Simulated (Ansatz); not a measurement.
**Tc: response to strain**

Aim: deform Tc (equal xx and yy strain of -2 %) and compute stress, forces and field gradients with LAPW, PAW and all-electron datasets made for the crystal.

Computed with Ansatz 0.2.0 (DFT PBEsol, scalar-relativistic, unless a step's input says otherwise).

## 1. Starting point

Symmetry: Fm-3m, No. 225, cubic system. The conventional cell has a = 3.900 Å, b = 3.900 Å, c = 3.900 Å, α = 90.00°, β = 90.00°, γ = 90.00°. Tc (site symmetry m-3m) is surrounded by 12 Tc at 2.76 Å.

As a file:

```cif
data_structure
_symmetry_space_group_name_H-M 'P 1'
_symmetry_Int_Tables_number 1
_cell_length_a 2.7577
_cell_length_b 2.7577
_cell_length_c 2.7577
_cell_angle_alpha 60.000
_cell_angle_beta 60.000
_cell_angle_gamma 60.000
_cell_volume 14.83
loop_
_atom_site_label
_atom_site_type_symbol
_atom_site_fract_x
_atom_site_fract_y
_atom_site_fract_z
_atom_site_occupancy
Tc1 Tc 0.00000 0.00000 0.00000 1
```

## 2. The deformed structure

Space group Fm-3m before, I4/mmm after.

## 3. Full-potential LAPW

Input file input.yaml:

```yaml
crystal:
  lattice:
    - [0.0, 1.911, 1.95]
    - [1.911, 0.0, 1.95]
    - [1.911, 1.911, 0.0]
  atoms:
    - { symbol: Tc, position: [0.0, 0.0, 0.0] }
kpoints:
  mp_grid: { grid: [18, 18, 18] }
  band_path:
    path:
      - [0.0, 0.0, 0.0]
      - [0.0, 0.5, 0.5]
      - [0.25, 0.75, 0.5]
      - [0.0, 0.5, 0.0]
      - [0.0, 0.0, 0.0]
      - [0.5, 0.5, 0.0]
      - [0.37005, 0.62995, 0.0]
      - [-0.37005, 0.37005, 0.0]
      - [0.0, 0.0, 0.0]
    npoints: 5
scf:
  occupations: { method: fermi_dirac, width: 0.03 }
hamiltonian:
  xc: pbesol
  pseudopotentials: { kind: all_electron, lapw: { basis_error: 0.00025 } }
output:
  forces: true
  stress: true
  eigenvalues: true
```

Launch:

```
ansatz run input.yaml --threads 1 --pin off --max-ram 3072MiB --backend cpu --events-out ev --progress --plain --runs-dir out
```

## 4. Frozen-core PAW

Input file input.yaml:

```yaml
crystal:
  lattice:
    - [0.0, 1.911, 1.95]
    - [1.911, 0.0, 1.95]
    - [1.911, 1.911, 0.0]
  atoms:
    - { symbol: Tc, position: [0.0, 0.0, 0.0] }
kpoints:
  mp_grid: { grid: [18, 18, 18] }
scf:
  occupations: { method: fermi_dirac, width: 0.03 }
hamiltonian:
  xc: pbesol
  pseudopotentials: { kind: paw }
output:
  forces: true
  stress: true
  eigenvalues: true
  efg: { contact_densities: true }
  write_density: true
  write_potential: true
  elf: true
  volumetric_format: npy
```

## 5. Datasets made for this crystal

Changes to input.yaml since step 4:

```diff
@@ -13,3 +13,3 @@
   xc: pbesol
-  pseudopotentials: { kind: paw }
+  pseudopotentials: { kind: all_electron, datasets: crystal }
 output:
@@ -19,5 +19 @@
   efg: { contact_densities: true }
-  write_density: true
-  write_potential: true
-  elf: true
-  volumetric_format: npy
```

(Steps that only read results are left out.)

Before running it: what results should come out? Wanted: pressure; largest shear or deviatoric stress.

**Answer**, as computed:

| quantity | value |
| --- | --- |
| pressure | LAPW -3.76, PAW -3.75, crystal datasets -3.76 GPa |
| largest shear or deviatoric stress (LAPW) | 3.15 GPa |

In words: The largest part of the stress beyond the pressure is 3.15 GPa in size, in the zz component. No run of the undeformed cell stands beside it, so the pressure holds what the given cell had before the change. PAW: stress within 0.01 GPa of LAPW. Crystal datasets: stress within 0.01 GPa of LAPW.
